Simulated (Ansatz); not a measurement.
# Cl3FH3NTi: the cost of one run

Method: RKS B3LYP-D4/def2-SVP, in Ansatz 0.2.0.

### Step 1. Starting point

Bond lengths: Ti1–Cl2 2.720 Å, Ti1–N3 2.060 Å, N3–H4 1.060 Å, N3–H5 1.060 Å, Ti1–Cl6 2.368 Å, Ti1–Cl7 2.368 Å, Ti1–F8 2.130 Å. Angles: Cl2–Ti1–N3 109.4°, Cl2–Ti1–Cl6 109.5°, Cl2–Ti1–Cl7 109.5°, Cl2–Ti1–F8 71.6°, N3–Ti1–Cl6 109.5°, N3–Ti1–Cl7 109.5°, N3–Ti1–F8 178.9°, Cl6–Ti1–Cl7 109.5°, Cl6–Ti1–F8 70.0°, Cl7–Ti1–F8 70.0°, Ti1–N3–H4 120.0°, Ti1–N3–H5 120.0°, H4–N3–H5 120.0°.

As a file:

```xyz
9

Ti    0.0000    0.0000    0.0000
Cl    0.0000    0.0000    2.7200
N     1.9426    0.0000   -0.6860
H     2.4408   -0.9180   -0.8667
H     2.4438    0.9180   -0.8582
Cl   -1.1163    1.9339   -0.7892
Cl   -1.1163   -1.9339   -0.7892
F    -2.0213    0.0000    0.6716
H    -1.4923    0.0000    1.8444
```

### Step 2. Pulling towards end A

Springs on the bonds that form and break draw the guess towards this end; the thresholds are loose.

Contents of input.yaml:

```yaml
crystal:
  periodic: [false, false, false]
  atoms:
    - { symbol: Ti, position_ang: [0.0, 0.0, 0.0] }
    - { symbol: Cl, position_ang: [0.0, 0.0, 2.72] }
    - { symbol: "N", position_ang: [1.9426, 0.0, -0.686] }
    - { symbol: H, position_ang: [2.4408, -0.918, -0.8667] }
    - { symbol: H, position_ang: [2.4438, 0.918, -0.8582] }
    - { symbol: Cl, position_ang: [-1.1163, 1.9339, -0.7892] }
    - { symbol: Cl, position_ang: [-1.1163, -1.9339, -0.7892] }
    - { symbol: F, position_ang: [-2.0213, 0.0, 0.6716] }
    - { symbol: H, position_ang: [-1.4923, 0.0, 1.8444] }
basis:
  gaussian: { orbitals: def2-SVP }
hamiltonian:
  xc: b3lyp
  dispersion: d4
relax:
  f_tol: 0.15
  max_steps: 25
  restrain:
    - { distance: [0, 7], at: 3.03, k: 30.0 }
    - { distance: [8, 1], at: 2.57, k: 30.0 }
    - { distance: [0, 1], at: 2.37, k: 30.0 }
    - { distance: [8, 7], at: 0.92, k: 30.0 }
output:
  orbitals: {}
```

The run is started by

```bash
$ ansatz run input.yaml --threads 4 --pin off --max-ram 5120MiB --backend cpu --events-out ev --progress --plain --runs-dir out
```

Q: Estimate wall time and peak memory on 4 threads of Arm Neoverse V1, shared host.

About 31 s, with a peak of 0.38 GiB.
